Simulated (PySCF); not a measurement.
**GaCl₄⁻: singlet, from a square planar start**

Where does singlet GaCl₄⁻ go from a square planar start, is the end point a minimum, and what are its modes, charges and moments?

Computed with PySCF 2.14.0. Level: B3LYP, basis Ga def2-SVPD, Cl def2-SVPD, no relativity, density fitting.

**1. The starting structure**

5 atoms, charge -1, spin multiplicity 1.

Bond lengths: Ga1–Cl2 2.230 Å, Ga1–Cl3 2.230 Å, Ga1–Cl4 2.230 Å, Ga1–Cl5 2.230 Å. Angles: Cl2–Ga1–Cl3 90.0°, Cl2–Ga1–Cl4 180.0°, Cl2–Ga1–Cl5 90.0°, Cl3–Ga1–Cl4 90.0°, Cl3–Ga1–Cl5 180.0°, Cl4–Ga1–Cl5 90.0°.

```xyz
5
charge -1 multiplicity 1
Ga    0.0000    0.0000    0.0000
Cl    2.2300    0.0000    0.0000
Cl    0.0000    2.2300    0.0000
Cl   -2.2300    0.0000    0.0000
Cl    0.0000   -2.2300    0.0000
```

**2. First SCF at the start**

The steps below are one call of a driver around PySCF. For each, scf.py gives the equivalent set-up of the SCF; relaxations use the driver's own optimiser. After this first run the driver tries any further starts and a stability analysis.

scf.py

```python
from pyscf import gto, scf, dft
mol = gto.M(atom='''
Ga     0.000000     0.000000     0.000000
Cl     2.230000     0.000000     0.000000
Cl     0.000000     2.230000     0.000000
Cl    -2.230000     0.000000     0.000000
Cl    -0.000000    -2.230000     0.000000''',
    basis={'Ga': 'def2-SVPD', 'Cl': 'def2-SVPD'},
    charge=-1, spin=0)
mf = dft.RKS(mol, xc='B3LYP')
mf.grids.atom_grid = (50, 194)
aux = {'Ga': 'def2-universal-JKFIT', 'Cl': 'def2-universal-JKFIT'}
mf = mf.density_fit(auxbasis=aux)
mf.conv_tol = 1e-08
mf.diis_space = 10
mf.max_cycle = 60
mf.init_guess = 'minao'
mf.verbose = 4
mf.kernel()
```

On the command line:

```console
$ OMP_NUM_THREADS=2 python axn.py task.json out
```

Output:

```text
init E= -3764.80085080308
  HOMO = -0.33737616573193  LUMO = -0.114832786059848  gap/eV = 6.05571
cycle= 1 E= -3765.12266552528  delta_E= -0.322  |g|= 0.767  |ddm|= 3.02
  HOMO = -0.0644058896937372  LUMO = 0.0598886705530086  gap/eV = 3.38223
cycle= 2 E= -3765.01049148953  delta_E= 0.112  |g|= 1.12  |ddm|= 2.46
  HOMO = -0.107585850653245  LUMO = 0.0783221436940433  gap/eV = 5.05881
cycle= 3 E= -3765.24192727247  delta_E= -0.231  |g|= 0.0947  |ddm|=  1.5
  HOMO = -0.121448924319488  LUMO = 0.0651271866207628  gap/eV = 5.07699
cycle= 4 E= -3765.24452629262  delta_E= -0.0026  |g|= 0.0205  |ddm|= 0.153
  HOMO = -0.121349065392126  LUMO = 0.0666262210054729  gap/eV = 5.11507
cycle= 5 E= -3765.24464513786  delta_E= -0.000119  |g|= 0.00255  |ddm|= 0.0327
  HOMO = -0.121196430365583  LUMO = 0.0666266583880954  gap/eV = 5.11093
cycle= 6 E= -3765.24464642918  delta_E= -1.29e-06  |g|= 0.000685  |ddm|= 0.00356
  HOMO = -0.121241319230994  LUMO = 0.0666475358343059  gap/eV = 5.11272
cycle= 7 E= -3765.24464654752  delta_E= -1.18e-07  |g|= 6.09e-05  |ddm|= 0.00123
  HOMO = -0.121248914682936  LUMO = 0.0666356779252792  gap/eV = 5.11260
cycle= 8 E= -3765.24464654882  delta_E= -1.3e-09  |g|= 3.42e-06  |ddm|= 0.000159
  HOMO = -0.121248461225099  LUMO = 0.0666362983877029  gap/eV = 5.11260
Extra cycle  E= -3765.24464654883  delta_E= -1.09e-11  |g|= 3.05e-06  |ddm|= 1.24e-05
converged SCF energy = -3765.24464654883
```

This step, with its further starts and checks, took 8 s on 2 threads of AMD EPYC 9R45 (Zen 5), shared host.

The test of internal stability found no lower closed-shell solution.

**3. Relaxation: square planar start, singlet**

The program finds D4h symmetry in the start, which this walk keeps. The walk stops when the largest gradient is under 0.0003 Eh/bohr and the energy has settled too.

scf.py: that of step 2 with these lines changed.

```diff
@@ -7 +7 @@
-Cl    -0.000000    -2.230000     0.000000''',
+Cl     0.000000    -2.230000     0.000000''',
@@ -17 +16,0 @@
-mf.init_guess = 'minao'
```

Steps of the walk:

```
step   energy (Eh)  change (kJ/mol)  largest symmetric gradient (Eh/bohr)
   0  -3765.244647             0.00                               0.01762
   1  -3765.248227            -9.40                               0.00633
   2  -3765.248829           -10.98                               0.00088
   3  -3765.248841           -11.01                               0.00005
```

The walk took 10 s.

Geometry (Å) and forces (eV/Å) at some steps:

```
step 0
Ga   0.000   0.000   0.000   0.000   0.000   0.000
Cl   2.230   0.000   0.000   0.906   0.000   0.000
Cl   0.000   2.230   0.000   0.000   0.906   0.000
Cl  -2.230   0.000   0.000  -0.906   0.000   0.000
Cl   0.000  -2.230   0.000   0.000  -0.906   0.000
step 1
Ga   0.000   0.000   0.000   0.000   0.000   0.000
Cl   2.270   0.000   0.000   0.326   0.000   0.000
Cl   0.000   2.270   0.000   0.000   0.326   0.000
Cl  -2.270   0.000   0.000  -0.326   0.000   0.000
Cl   0.000  -2.270   0.000   0.000  -0.326   0.000
step 2
Ga   0.000   0.000   0.000   0.000   0.000   0.000
Cl   2.292   0.000   0.000   0.045   0.000   0.000
Cl   0.000   2.292   0.000   0.000   0.045   0.000
Cl  -2.292   0.000   0.000  -0.045   0.000   0.000
Cl   0.000  -2.292   0.000   0.000  -0.045   0.000
step 3
Ga   0.000   0.000   0.000   0.000   0.000   0.000
Cl   2.296   0.000   0.000   0.003   0.000   0.000
Cl   0.000   2.296   0.000   0.000   0.003   0.000
Cl  -2.296   0.000   0.000  -0.003   0.000   0.000
Cl   0.000  -2.296   0.000   0.000  -0.003   0.000
```

End point (D4h, 3 steps, 11.0 kJ/mol gained): Ga–Cl 2.296 Å (×4); Cl–Ga–Cl 90.0° (×4), Cl–Ga–Cl 180.0° (×2).

**4. Is it a minimum? Harmonic modes**

The point is checked on the finer grid, and tightened if its gradient asks for it. The Hessian and the dipole derivatives come from central differences of analytic gradients, with steps of 0.02 bohr.

scf.py: that of step 3 with these lines changed.

```diff
@@ -3,5 +3,5 @@
-Ga     0.000000     0.000000     0.000000
-Cl     2.230000     0.000000     0.000000
-Cl     0.000000     2.230000     0.000000
-Cl    -2.230000     0.000000     0.000000
-Cl     0.000000    -2.230000     0.000000''',
+Ga    -0.000000     0.000000     0.000000
+Cl     2.296762     0.000000     0.000000
+Cl     0.000000     2.296762     0.000000
+Cl    -2.296762    -0.000000     0.000000
+Cl    -0.000000    -2.296762     0.000000''',
@@ -11 +11 @@
-mf.grids.atom_grid = (50, 194)
+mf.grids.atom_grid = (75, 302)
@@ -14 +14 @@
-mf.conv_tol = 1e-08
+mf.conv_tol = 1e-10
```

This SCF starts from the last density.

SCF at the final geometry:

```text
init E= -3765.24889002614
  HOMO = -0.127846641840497  LUMO = 0.0459502394054079  gap/eV = 4.72925
cycle= 1 E= -3765.24889002613  delta_E= 1.27e-11  |g|= 5.96e-06  |ddm|= 1.3e-05
  HOMO = -0.127847050950693  LUMO = 0.0459508250084348  gap/eV = 4.72928
Extra cycle  E= -3765.24889002613  delta_E= -5.46e-12  |g|= 9.64e-06  |ddm|= 1.98e-05
converged SCF energy = -3765.24889002613
```

The whole step took 51 s.

Geometry: D4h; Ga–Cl 2.297 Å (×4); Cl–Ga–Cl 90.0° (×4), Cl–Ga–Cl 180.0° (×2).

Harmonic modes (main isotopes):

| symmetry | ω (cm⁻¹) | IR (km/mol) | μ (u) |
| --- | --- | --- | --- |
| b2u | 92i | 0.0 | 34.97 |
| a2u | 162 | 15.5 | 52.19 |
| eu | 172 | 33.8 | 39.23 |
| b2g | 190 | 0.0 | 34.97 |
| b1g | 205 | 0.0 | 34.97 |
| a1g | 301 | 0.0 | 34.97 |
| eu | 338 | 297 | 44.91 |

With 1 mode imaginary (up to 92i cm⁻¹) this point is a saddle.

Properties at this point:

- Dipole moment about the centre of mass: 0.00 D
- Highest occupied level: -3.48 eV
- Lowest empty level: 1.25 eV
- Rotational constants: 0.04569, 0.04569, 0.02285 cm⁻¹
- Zero-point energy (real modes): 11.2 kJ/mol
- Principal polarisabilities: 72.2, 116.8, 116.8 bohr³
- Principal traceless quadrupole moments about the centre of mass: -11.09, -11.09, 22.19 D Å

Populations by atom (charges in e):

```json
{"atom": "Ga1", "Mulliken": "1.58", "Löwdin": "-0.13", "polar tensor": "1.75", "Mayer order to Ga1": "–"}
{"atom": "Cl2,3,4,5", "Mulliken": "-0.64", "Löwdin": "-0.22", "polar tensor": "-0.69", "Mayer order to Ga1": "0.57"}
```

Outer orbital energies (eV). occupied: -5.27, -4.58, -4.58, -4.35, -4.25, -4.12, -4.12, -3.48; empty: 1.25, 2.42, 3.40, 4.31.

Mulliken populations on Ga1: s 6.53, p 12.66, d 10.23.

**5. Leaving the saddle point**

The atoms are moved a little along the softest imaginary mode and relaxed again.

The program finds D2d symmetry in the start, which this walk keeps. Threshold on the gradient: 0.0003 Eh/bohr, with a further test on the energy change.

scf.py: that of step 4 with these lines changed.

```diff
@@ -3,5 +3,5 @@
-Ga    -0.000000     0.000000     0.000000
-Cl     2.296762     0.000000     0.000000
-Cl     0.000000     2.296762     0.000000
-Cl    -2.296762    -0.000000     0.000000
-Cl    -0.000000    -2.296762     0.000000''',
+Ga     0.000000     0.000000     0.000000
+Cl     2.296762     0.000000    -0.250000
+Cl    -0.000000     2.296762     0.250000
+Cl    -2.296762    -0.000000    -0.250000
+Cl     0.000000    -2.296762     0.250000''',
@@ -11 +11 @@
-mf.grids.atom_grid = (75, 302)
+mf.grids.atom_grid = (50, 194)
@@ -14 +14 @@
-mf.conv_tol = 1e-10
+mf.conv_tol = 1e-08
```

Energy and gradient, step by step:

```
step   energy (Eh)  change (kJ/mol)  largest symmetric gradient (Eh/bohr)
   0  -3765.253188             0.00                               0.00457
   1  -3765.258631           -14.29                               0.00582
   2  -3765.266494           -34.94                               0.00673
   3  -3765.275433           -58.40                               0.01013
   4  -3765.289061           -94.19                               0.01517
   5  -3765.300624          -124.54                               0.01008
   6  -3765.306786          -140.72                               0.00353
   7  -3765.307895          -143.63                               0.00428
   8  -3765.308468          -145.14                               0.00010
   9  -3765.308469          -145.14                               0.00000
```

The walk took 27 s.

After 9 steps and 145.1 kJ/mol it ends at Td: Ga–Cl 2.237 Å (×4); Cl–Ga–Cl 109.5° (×6).

**6. Vibrations and properties at this point**

As before: finer grid, then central differences.

scf.py: that of step 5 with these lines changed.

```diff
@@ -3,5 +3,5 @@
-Ga     0.000000     0.000000     0.000000
-Cl     2.296762     0.000000    -0.250000
-Cl    -0.000000     2.296762     0.250000
-Cl    -2.296762    -0.000000    -0.250000
-Cl     0.000000    -2.296762     0.250000''',
+Ga    -0.000000     0.000000     0.000000
+Cl     1.827032    -0.000000    -1.291906
+Cl     0.000000     1.827032     1.291906
+Cl    -1.827032     0.000000    -1.291906
+Cl     0.000000    -1.827032     1.291906''',
@@ -11 +11 @@
-mf.grids.atom_grid = (50, 194)
+mf.grids.atom_grid = (75, 302)
@@ -14 +14 @@
-mf.conv_tol = 1e-08
+mf.conv_tol = 1e-10
```

Log of the central SCF (cycles and frontier levels):

```text
init E= -3765.30873551503
  HOMO = -0.160774198645931  LUMO = 0.0856502295266823  gap/eV = 6.70555
cycle= 1 E= -3765.30873551503  delta_E=    0  |g|= 5.51e-06  |ddm|= 1.25e-05
  HOMO = -0.160774435976809  LUMO = 0.0856494649207895  gap/eV = 6.70554
Extra cycle  E= -3765.30873551502  delta_E= 1.27e-11  |g|= 8.83e-06  |ddm|= 1.89e-05
converged SCF energy = -3765.30873551502
```

The whole step took 41 s on 2 threads of AMD EPYC 9R45 (Zen 5), shared host.

Geometry: Td; Ga–Cl 2.238 Å (×4); Cl–Ga–Cl 109.5° (×6).

Harmonic modes (main isotopes):

| symmetry | ω (cm⁻¹) | IR (km/mol) | μ (u) | type |
| --- | --- | --- | --- | --- |
| e | 101 | 0.0 | 34.97 | bend |
| t2 | 141 | 29.9 | 40.15 | bend |
| a1 | 316 | 0.0 | 34.97 | stretch |
| t2 | 357 | 298 | 43.77 | stretch |

Every mode is real; the point is a minimum.

Constants and moments:

```yaml
Dipole_moment_about_the_centre_of_mass: 0.00 D
Highest_occupied_level: -4.37 eV
Lowest_empty_level: 2.33 eV
Rotational_constants: 0.0361, 0.0361, 0.0361 cm⁻¹
Zero-point_energy: 12.0 kJ/mol
Principal_polarisabilities: 97.2, 97.2, 97.2 bohr³
Principal_traceless_quadrupole_moments_about_the_centre_of_mass: 0.00, 0.00, 0.00 D Å
Entropy_at_298.15_K_and_1_bar: 363.6 J/(mol K)
Heat_capacity_Cp_at_298.15_K: 100.0 J/(mol K)
Enthalpy_at_298.15_K_above_0_K: 22.79 kJ/mol
Rotational_symmetry_number: 12
```

Populations by atom (charges in e):

```json
{"atom": "Ga1", "Mulliken": "1.72", "Löwdin": "-0.34", "polar tensor": "1.79", "Mayer order to Ga1": "–"}
{"atom": "Cl2,3,4,5", "Mulliken": "-0.68", "Löwdin": "-0.17", "polar tensor": "-0.70", "Mayer order to Ga1": "0.54"}
```

Mulliken populations on Ga1: s 6.28, p 12.82, d 10.18.

**7. The points found, side by side**

| spin | group | bonds | imaginary modes (cm⁻¹) | ΔE (kJ/mol) | with zero-point energy |
| --- | --- | --- | --- | --- | --- |
| singlet | Td | Ga–Cl 2.238 Å (×4) | none | 0.0 | 0.0 |
| singlet | D4h | Ga–Cl 2.297 Å (×4) | 92i | 157.1 | – |

**8. Results**

```
                            quantity                                     value
                             minimum                               singlet, Td
                            geometry  Ga–Cl 2.238 Å (×4); Cl–Ga–Cl 109.5° (×6)
                  wavenumbers (cm⁻¹)     101 (e), 141 (t2), 316 (a1), 357 (t2)
      dipole moment (centre of mass)                                    0.00 D
highest occupied, lowest empty level                            -4.37, 2.33 eV
          polar-tensor charge of Ga1                                   +1.79 e
                   zero-point energy                               12.0 kJ/mol
                 entropy at 298.15 K                           363.6 J/(mol K)
```

What this shows: From D4h at the start the molecule goes to a Td minimum, after a stop at a saddle point 157.1 kJ/mol higher, from which it was pushed off along an imaginary mode. The strongest infrared band lies at 357 cm⁻¹ (t2, stretch). Only this shape and spin were tried, so other structures or states may lie lower.

The search up to here took 2.3 min.
